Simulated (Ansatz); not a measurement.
Crystal: Ba2Tl5V3O12.

```
CELL_PARAMETERS angstrom
6.04370 0.09549 -0.45385
-2.57588 5.54230 0.02961
-1.21315 -2.06132 13.92196
ATOMIC_POSITIONS crystal
Ba 0.88251 0.01561 0.47320
Ba 0.57886 0.79688 0.88922
V 0.26936 0.10580 0.98468
V 0.11629 0.55820 0.33914
V 0.60807 0.30696 0.66552
Tl 0.48361 0.28991 0.38373
Tl 0.08311 0.07485 0.74869
Tl 0.77279 0.89398 0.17719
Tl 0.29791 0.66599 0.60107
Tl 0.97201 0.46636 0.04740
O 0.02458 0.05647 0.04354
O 0.16369 0.86975 0.88754
O 0.33585 0.37289 0.93818
O 0.53308 0.10242 0.04892
O 0.42674 0.67762 0.40063
O 0.95197 0.64202 0.41211
O 0.00696 0.24041 0.32565
O 0.08373 0.64865 0.23032
O 0.85890 0.33214 0.61652
O 0.63673 0.58163 0.72390
O 0.56343 0.09920 0.74423
O 0.34984 0.20226 0.56862
```

The cell was built by a generator and needn't be a form met in nature.

Base run:

| Property | Result |
| --- | --- |
| Program | Ansatz 0.2.0 |
| Functional | RPBE |
| Potentials or basis | Ansatz PAW |
| Cutoff | 420 eV |
| Density cutoff | 1680 eV |
| k mesh | 5 × 5 × 2 |
| Occupations | fermi-dirac, width 0.05 eV |
| Spin | collinear spin, ferromagnetic start |
| Starting moments | [0.0, 0.0, 2.0, 2.0, 2.0, 0.0, 0.0, 0.0, 0.0, 0.0, 0.0, 0.0, 0.0, 0.0, 0.0, 0.0, 0.0, 0.0, 0.0, 0.0, 0.0, 0.0] μB |

Its results: band gap on the k mesh 3.14 eV, indirect (least direct gap 3.15 eV); pressure 2.5 GPa; net moment 0.00 μB per cell; largest force 0.210 eV/Å.

Task: The run is repeated on the same cell with these changes: functional from RPBE to BLYP. What comes out?

Result: Band gap on the k mesh 3.08 eV, indirect (least direct gap 3.10 eV); pressure 2.4 GPa; net moment 0.00 μB per cell; largest force 0.253 eV/Å.

Caveats: the potentials were made for another functional, which shifts forces and pressure; the k mesh misses the band edges, so the gap on the mesh is wider than the one along the path; spin-orbit coupling is left out, which as a rule narrows the gap of such compounds by several tenths of an eV; the PAW data sets come from PBE, with cores solved anew for the run's functional, which leaves a small shift of forces and pressure.

Not every run made on this cell is shown here.
